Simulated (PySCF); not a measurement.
# C2H8N2Si: NMR shifts at several levels of theory, part 2 of 2

PySCF 2.14.0. Atoms count from 0.

## (8) Shielding tensors: wB97X-D/pcSseg-2

The job: settings as JSON, then the geometry in Å.

```
{"job": {"kind": "nmr", "xc": "wB97X-D", "basis": "pcSseg-2", "pop": false}, "charge": 0, "multiplicity": 1}
C      2.502453     0.090375    -0.045361
C      1.093421    -0.372179     0.136313
N      0.107429     0.133773    -0.474636
Si    -1.552158    -0.414453    -0.275216
N     -2.657926     0.823945     0.190343
H      3.130784    -0.739855    -0.409721
H      2.930590     0.406103     0.920555
H      2.541539     0.923025    -0.760009
H      0.975750    -1.212831     0.862896
H     -1.983039    -0.929943    -1.605537
H     -1.610229    -1.485043     0.776615
H     -2.621566     1.183871     1.137922
H     -2.850945     1.575659    -0.463147
```

Method: GIAO wB97X-D/pcSseg-2 NMR shielding, non-relativistic, gas phase.

The program printed:

```text
coarse grid: 10880 points
cycle   1  E = -479.9877602757  dE =  3.544e-01  |g| = 5.865e-01  |ddm| = 2.439e+00
cycle   2  E = -479.9698853682  dE =  1.787e-02  |g| = 6.968e-01  |ddm| = 8.604e-01
cycle   3  E = -480.0674246482  dE = -9.754e-02  |g| = 7.118e-02  |ddm| = 5.027e-01
cycle   4  E = -480.0683424624  dE = -9.178e-04  |g| = 4.275e-02  |ddm| = 6.180e-02
cycle   5  E = -480.0687326063  dE = -3.901e-04  |g| = 7.839e-03  |ddm| = 3.428e-02
cycle   6  E = -480.0687488456  dE = -1.624e-05  |g| = 2.736e-03  |ddm| = 1.019e-02
cycle   7  E = -480.0687511969  dE = -2.351e-06  |g| = 8.013e-04  |ddm| = 4.453e-03
final grid: 99304 points
cycle   8  E = -480.0809620943  dE = -1.931e-04  |g| = 7.873e-03  |ddm| = 4.775e-02
cycle   9  E = -480.0809648658  dE = -2.772e-06  |g| = 7.519e-03  |ddm| = 1.011e-02
cycle  10  E = -480.0809756884  dE = -1.082e-05  |g| = 8.306e-04  |ddm| = 4.338e-03
cycle  11  E = -480.0809757880  dE = -9.956e-08  |g| = 5.814e-04  |ddm| = 9.793e-04
cycle  12  E = -480.0809758704  dE = -8.245e-08  |g| = 1.404e-04  |ddm| = 4.072e-04
cycle  13  E = -480.0809758749  dE = -4.497e-09  |g| = 4.141e-05  |ddm| = 1.379e-04
cycle  14  E = -480.0809758758  dE = -8.405e-10  |g| = 1.003e-05  |ddm| = 8.711e-05
converged SCF energy = -480.0809758758

GIAO shielding tensors (ppm)
atom      isotropic    diamagn.    paramagn.     s11        s22        s33       span
  0 C      152.581     240.654     -88.073    133.185    137.796    186.762     53.577
  1 C       -1.024     253.990    -255.014   -102.560    -21.940    121.426    223.986
  2 N     -140.789     330.096    -470.886   -453.539   -191.762    222.933    676.473
  3 Si     367.042     877.901    -510.858    325.256    376.758    399.113     73.858
  4 N      238.303     321.926     -83.623    228.800    231.530    254.578     25.778
  5 H       29.275      28.132       1.142     27.069     27.405     33.350      6.281
  6 H       29.265      28.807       0.458     27.145     27.501     33.150      6.005
  7 H       29.292      28.868       0.423     26.469     28.277     33.129      6.661
  8 H       22.593      32.450      -9.857     21.265     21.969     24.544      3.279
  9 H       26.469      29.585      -3.116     23.654     25.146     30.607      6.953
 10 H       26.620      30.345      -3.725     23.783     25.516     30.561      6.778
 11 H       30.656      32.313      -1.656     24.635     26.716     40.618     15.983
 12 H       30.315      31.073      -0.757     24.216     26.149     40.581     16.365
```

It took 95 s on 1 thread of Arm Neoverse N1, shared host; peak memory 1.4 GiB.

This run: δ C1 185.4, C0 31.8, N2 400.9, N4 21.8, H8 8.76, H9 4.81 ppm (means over like atoms).

## (9) Nuclear shieldings: LC-wPBE/pcSseg-2

Settings changed since step 8:

```diff
@@ -1,2 +1,2 @@
-{"job": {"kind": "nmr", "xc": "wB97X-D", "basis": "pcSseg-2", "pop": false}, "charge": 0, "multiplicity": 1}
+{"job": {"kind": "nmr", "xc": "LC-wPBE", "basis": "pcSseg-2", "pop": false}, "charge": 0, "multiplicity": 1}
 C      2.502453     0.090375    -0.045361
```

Method: GIAO LC-wPBE/pcSseg-2 NMR shielding, non-relativistic, gas phase.

The program printed:

```text
coarse grid: 10880 points
cycle   1  E = -479.8461711712  dE =  3.924e-01  |g| = 5.808e-01  |ddm| = 2.438e+00
cycle   2  E = -479.8515058457  dE = -5.335e-03  |g| = 6.206e-01  |ddm| = 7.521e-01
cycle   3  E = -479.9255192922  dE = -7.401e-02  |g| = 6.332e-02  |ddm| = 4.208e-01
cycle   4  E = -479.9264427806  dE = -9.235e-04  |g| = 3.796e-02  |ddm| = 6.357e-02
cycle   5  E = -479.9267587140  dE = -3.159e-04  |g| = 8.143e-03  |ddm| = 3.312e-02
cycle   6  E = -479.9267808370  dE = -2.212e-05  |g| = 2.669e-03  |ddm| = 1.096e-02
cycle   7  E = -479.9267838612  dE = -3.024e-06  |g| = 9.641e-04  |ddm| = 5.089e-03
final grid: 99304 points
cycle   8  E = -479.9391331497  dE = -1.072e-04  |g| = 7.492e-03  |ddm| = 3.120e-02
cycle   9  E = -479.9391374724  dE = -4.323e-06  |g| = 6.022e-03  |ddm| = 6.870e-03
cycle  10  E = -479.9391424527  dE = -4.980e-06  |g| = 7.181e-04  |ddm| = 3.270e-03
cycle  11  E = -479.9391425428  dE = -9.011e-08  |g| = 3.526e-04  |ddm| = 6.742e-04
cycle  12  E = -479.9391425709  dE = -2.807e-08  |g| = 1.120e-04  |ddm| = 2.799e-04
cycle  13  E = -479.9391425739  dE = -3.040e-09  |g| = 2.792e-05  |ddm| = 1.098e-04
cycle  14  E = -479.9391425744  dE = -4.444e-10  |g| = 1.155e-05  |ddm| = 6.615e-05
converged SCF energy = -479.9391425744

GIAO shielding tensors (ppm)
atom      isotropic    diamagn.    paramagn.     s11        s22        s33       span
  0 C      156.508     239.042     -82.535    136.857    142.091    190.575     53.718
  1 C       -2.757     252.132    -254.890   -108.124    -27.225    127.077    235.201
  2 N     -138.701     329.635    -468.336   -460.497   -189.377    233.772    694.269
  3 Si     368.960     877.458    -508.498    326.103    379.344    401.433     75.329
  4 N      243.670     322.559     -78.888    235.169    237.240    258.602     23.433
  5 H       29.259      28.360       0.899     26.936     27.315     33.526      6.590
  6 H       29.251      28.924       0.327     27.029     27.392     33.331      6.301
  7 H       29.233      28.780       0.454     26.183     28.200     33.317      7.135
  8 H       22.661      32.155      -9.494     21.241     21.922     24.820      3.579
  9 H       26.471      29.534      -3.063     23.687     25.112     30.613      6.926
 10 H       26.649      30.223      -3.574     23.743     25.588     30.616      6.873
 11 H       30.648      32.364      -1.717     24.479     26.620     40.844     16.365
 12 H       30.296      31.148      -0.852     24.058     26.040     40.789     16.731
```

Run time: 1.8 min. Hardware: 1 thread of Arm Neoverse N1, shared host; peak memory 1.2 GiB.

Key values: δ C1 191.1, C0 31.8, N2 402.8, N4 20.4, H8 8.66, H9 4.76 ppm (means over like atoms).

## (10) Nuclear shieldings: PBE0/STO-3G

Settings changed since step 9:

```diff
@@ -1,2 +1,2 @@
-{"job": {"kind": "nmr", "xc": "LC-wPBE", "basis": "pcSseg-2", "pop": false}, "charge": 0, "multiplicity": 1}
+{"job": {"kind": "nmr", "xc": "PBE0", "basis": "STO-3G", "pop": true}, "charge": 0, "multiplicity": 1}
 C      2.502453     0.090375    -0.045361
```

Level: GIAO PBE0/STO-3G NMR shielding, non-relativistic, gas phase.

The program printed:

```text
coarse grid: 10880 points
cycle   1  E = -473.8235995217  dE =  4.125e-01  |g| = 6.475e-01  |ddm| = 4.402e+00
cycle   2  E = -473.6774093935  dE =  1.462e-01  |g| = 9.863e-01  |ddm| = 1.980e+00
cycle   3  E = -473.9562403383  dE = -2.788e-01  |g| = 1.482e-01  |ddm| = 1.243e+00
cycle   4  E = -473.9625757070  dE = -6.335e-03  |g| = 2.970e-02  |ddm| = 2.153e-01
cycle   5  E = -473.9628194072  dE = -2.437e-04  |g| = 6.066e-03  |ddm| = 4.260e-02
cycle   6  E = -473.9628316585  dE = -1.225e-05  |g| = 1.160e-03  |ddm| = 9.816e-03
cycle   7  E = -473.9628320479  dE = -3.894e-07  |g| = 2.497e-04  |ddm| = 1.617e-03
final grid: 99304 points
cycle   8  E = -473.9387516660  dE = -7.893e-06  |g| = 3.670e-03  |ddm| = 1.357e-02
cycle   9  E = -473.9387525119  dE = -8.458e-07  |g| = 3.432e-03  |ddm| = 9.991e-03
cycle  10  E = -473.9387559076  dE = -3.396e-06  |g| = 9.285e-04  |ddm| = 4.990e-03
cycle  11  E = -473.9387561520  dE = -2.444e-07  |g| = 1.013e-04  |ddm| = 1.106e-03
cycle  12  E = -473.9387561552  dE = -3.112e-09  |g| = 2.195e-05  |ddm| = 1.676e-04
cycle  13  E = -473.9387561553  dE = -1.598e-10  |g| = 3.291e-06  |ddm| = 3.574e-05
converged SCF energy = -473.9387561553

GIAO shielding tensors (ppm)
atom      isotropic    diamagn.    paramagn.     s11        s22        s33       span
  0 C      208.314     245.015     -36.701    196.517    203.675    224.752     28.235
  1 C      109.365     255.263    -145.898     20.600    129.155    178.339    157.740
  2 N       -4.711     319.082    -323.793   -408.521     23.105    371.284    779.805
  3 Si     543.528     868.252    -324.724    494.126    552.787    583.672     89.546
  4 N      328.794     310.031      18.763    293.398    311.023    381.962     88.564
  5 H       30.827      29.019       1.808     27.316     27.717     37.448     10.132
  6 H       30.841      29.533       1.308     27.438     27.802     37.283      9.845
  7 H       30.553      29.983       0.570     25.779     29.041     36.839     11.060
  8 H       25.512      33.759      -8.247     24.290     24.563     27.683      3.393
  9 H       29.457      31.123      -1.666     25.763     27.004     35.605      9.842
 10 H       29.756      32.376      -2.620     25.978     27.476     35.813      9.835
 11 H       33.792      30.670       3.122     25.141     30.077     46.159     21.019
 12 H       33.477      30.098       3.379     24.895     29.747     45.790     20.895
```

It took 5.5 s on 1 thread of Arm Neoverse N1, shared host; peak memory 0.48 GiB.

Key values: δ C1 125.3, C0 26.4, N2 299.4, N4 -34.1, H8 7.09, H9 3.00 ppm (means over like atoms).

## (11) Nuclear shieldings: PBE0/6-31G

Settings changed since step 10:

```diff
@@ -1,2 +1,2 @@
-{"job": {"kind": "nmr", "xc": "PBE0", "basis": "STO-3G", "pop": true}, "charge": 0, "multiplicity": 1}
+{"job": {"kind": "nmr", "xc": "PBE0", "basis": "6-31G", "pop": true}, "charge": 0, "multiplicity": 1}
 C      2.502453     0.090375    -0.045361
```

Level: GIAO PBE0/6-31G NMR shielding, non-relativistic, gas phase.

The program printed:

```text
coarse grid: 10880 points
cycle   1  E = -479.5432787258  dE =  4.336e-01  |g| = 5.641e-01  |ddm| = 3.278e+00
cycle   2  E = -479.4302016864  dE =  1.131e-01  |g| = 8.997e-01  |ddm| = 1.655e+00
cycle   3  E = -479.6172381485  dE = -1.870e-01  |g| = 1.330e-01  |ddm| = 1.104e+00
cycle   4  E = -479.6213233427  dE = -4.085e-03  |g| = 3.836e-02  |ddm| = 1.557e-01
cycle   5  E = -479.6216254574  dE = -3.021e-04  |g| = 1.231e-02  |ddm| = 4.605e-02
cycle   6  E = -479.6216634504  dE = -3.799e-05  |g| = 1.796e-03  |ddm| = 1.364e-02
cycle   7  E = -479.6216643887  dE = -9.383e-07  |g| = 3.182e-04  |ddm| = 3.410e-03
final grid: 99304 points
cycle   8  E = -479.5695654489  dE = -9.641e-06  |g| = 7.180e-03  |ddm| = 1.548e-02
cycle   9  E = -479.5695581156  dE =  7.333e-06  |g| = 9.253e-03  |ddm| = 1.612e-02
cycle  10  E = -479.5695779870  dE = -1.987e-05  |g| = 1.158e-03  |ddm| = 9.323e-03
cycle  11  E = -479.5695783108  dE = -3.238e-07  |g| = 2.401e-04  |ddm| = 1.261e-03
cycle  12  E = -479.5695783220  dE = -1.121e-08  |g| = 1.028e-04  |ddm| = 3.218e-04
cycle  13  E = -479.5695783244  dE = -2.459e-09  |g| = 1.668e-05  |ddm| = 1.189e-04
cycle  14  E = -479.5695783245  dE = -8.515e-11  |g| = 2.383e-06  |ddm| = 3.352e-05
converged SCF energy = -479.5695783245

GIAO shielding tensors (ppm)
atom      isotropic    diamagn.    paramagn.     s11        s22        s33       span
  0 C      169.672     250.668     -80.996    151.570    157.303    200.143     48.573
  1 C       34.466     253.338    -218.872    -53.570     16.474    140.493    194.064
  2 N     -104.456     332.204    -436.660   -431.903   -130.994    249.529    681.432
  3 Si     443.124     881.031    -437.907    396.759    457.619    474.995     78.236
  4 N      255.012     326.971     -71.960    241.932    257.555    265.548     23.616
  5 H       30.367      29.255       1.112     27.884     28.539     34.680      6.796
  6 H       30.375      29.497       0.878     28.012     28.641     34.471      6.458
  7 H       30.457      29.203       1.254     27.262     29.253     34.856      7.594
  8 H       23.518      30.325      -6.806     22.330     23.628     24.597      2.267
  9 H       27.330      29.909      -2.579     23.425     25.618     32.946      9.521
 10 H       27.757      29.817      -2.059     24.200     26.033     33.039      8.840
 11 H       32.643      31.210       1.433     25.334     28.401     44.194     18.860
 12 H       32.269      30.811       1.458     24.935     27.920     43.951     19.016
```

It took 10 s on 1 thread of Arm Neoverse N1, shared host; peak memory 0.48 GiB.

Key values: δ C1 165.1, C0 29.9, N2 365.1, N4 5.7, H8 9.09, H9 5.07 ppm (means over like atoms).

## (12) Side by side: NMR shifts

Shifts (ppm) of some atoms, chosen among heavy atoms and hydrogens apart, means over like atoms, with basis size and wall time:

```tsv
run	C1	C0	H8	H9	N2	N4	Si3	functions	time
PBE0/pcSseg-2	183.8	31.9	8.86	4.90	400.8	23.7	-25.1	299	72 s
mPW1PW91/pcSseg-2	183.9	31.9	8.83	4.86	400.1	23.1	-25.9	299	73 s
WP04/pcSseg-2	182.6	31.6	8.49	4.19	387.0	16.5	-37.0	299	76 s
B97-2/pcSseg-2	180.0	31.6	8.83	4.79	388.4	21.9	-27.1	299	71 s
BHandHLYP/pcSseg-2	183.8	31.2	8.63	4.63	403.6	21.1	-29.2	299	70 s
CAM-B3LYP/pcSseg-2	186.2	31.9	8.73	4.78	408.7	24.6	-28.3	299	97 s
wB97X-D/pcSseg-2	185.4	31.8	8.76	4.81	400.9	21.8	-26.3	299	95 s
LC-wPBE/pcSseg-2	191.1	31.8	8.66	4.76	402.8	20.4	-22.3	299	1.8 min
PBE0/STO-3G	125.3	26.4	7.09	3.00	299.4	-34.1	-25.9	37	5.5 s
PBE0/6-31G	165.1	29.9	9.09	5.07	365.1	5.7	1.6	65	10 s
```

## (13) What came out

The summary covers parts 1 to 2.

| quantity | value |
| --- | --- |
| 13C shifts against TMS (PBE0/pcSseg-2) | 183.8, 31.9 ppm |
| 1H shifts against TMS (PBE0/pcSseg-2, means over atoms taken as alike) | 8.86, 4.90, 2.08, 0.86 ppm |
| 15N shifts against NH3 (PBE0/pcSseg-2) | 400.8, 23.7 ppm |
| 29Si shifts against TMS (PBE0/pcSseg-2) | -25.1 ppm |
| range of the shift of N2 | 299.4 to 408.7 ppm |
| property runs in this session | 10, of which 0 failed and 1 gave unsound results |

What this shows: Single values in the summary come from the first run of each kind that ended normally (PBE0/pcSseg-2), which need not be the best level. At PBE0/pcSseg-2: The largest span, 666 ppm, is at N2, where the paramagnetic term is -470 ppm. In ppm, N2 moves most: its shift spreads over 109.3 ppm, from 299.4 (PBE0/STO-3G) to 408.7 (CAM-B3LYP/pcSseg-2). A minimal basis is unusable for shieldings, so that end is no result.
